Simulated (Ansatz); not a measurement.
# CH6BClFNSi: the cost of one run

Method: RKS PBE-D4/def2-SVP; program: Ansatz 0.2.0, Gaussian basis.

The runs, in order: relaxation at PBE-D4/def2-SVP; relaxation at PBE0-D4/def2-TZVP.

1 further run of the same task is left out (set aside as unsound or not needed).

## 1. Starting geometry

SMILES `CNB(F)[SiH2]Cl`, 12 atoms, charge 0, spin multiplicity 1.

Atoms are counted from 1 here; the program's logs count them from 0.

Bond lengths: C1–N2 1.437 Å, C1–H7 1.085 Å, C1–H8 1.168 Å, C1–H9 1.066 Å, N2–B3 1.507 Å, N2–H10 1.055 Å, B3–F4 1.405 Å, B3–Si5 1.976 Å, Si5–Cl6 2.120 Å, Si5–H11 1.440 Å, Si5–H12 1.472 Å. Angles: N2–C1–H7 112.4°, N2–C1–H8 106.7°, N2–C1–H9 112.6°, H7–C1–H8 106.7°, H7–C1–H9 113.8°, H8–C1–H9 103.7°, C1–N2–B3 106.8°, C1–N2–H10 109.5°, B3–N2–H10 108.5°, N2–B3–F4 124.7°, N2–B3–Si5 120.4°, F4–B3–Si5 114.9°, B3–Si5–Cl6 108.8°, B3–Si5–H11 109.7°, B3–Si5–H12 111.0°, Cl6–Si5–H11 108.2°, Cl6–Si5–H12 108.3°, H11–Si5–H12 110.7°.

The start is a force-field geometry with small random shifts, so a cheaper pass at PBE-D4/def2-SVP comes first.

## 2. Optimising with PBE-D4/def2-SVP (cheap first pass)

in.yaml reads:

```yaml
crystal:
  periodic: [false, false, false]
  atoms:
    - {symbol: C, position_ang: [-1.465100, 0.337600, -1.192200]}
    - {symbol: N, position_ang: [-1.053900, 0.455800, 0.180000]}
    - {symbol: B, position_ang: [-0.106200, -0.684400, 0.451800]}
    - {symbol: F, position_ang: [-0.462700, -2.043700, 0.428500]}
    - {symbol: Si, position_ang: [1.786500, -0.329200, 0.893400]}
    - {symbol: Cl, position_ang: [1.866000, 0.875700, 2.635800]}
    - {symbol: H, position_ang: [-2.047400, -0.560100, -1.374500]}
    - {symbol: H, position_ang: [-2.167500, 1.244400, -1.410600]}
    - {symbol: H, position_ang: [-0.657700, 0.472400, -1.875700]}
    - {symbol: H, position_ang: [-0.533600, 1.363800, 0.315600]}
    - {symbol: H, position_ang: [2.409300, 0.394700, -0.183800]}
    - {symbol: H, position_ang: [2.509100, -1.582100, 1.165700]}
basis:
  gaussian: {orbitals: def2-SVP}
hamiltonian: {xc: pbe, dispersion: d4}
relax: {f_tol: 0.03, max_steps: 200}
```

On the command line:

```console
> ansatz run in.yaml --threads 2 --pin off --events-out ev --progress --plain --max-ram 20480MiB --backend cpu
```

Q: Estimate wall time and peak memory on 2 threads of AMD EPYC 7R13, shared host.

About 40 s, with a peak of 0.25 GiB.
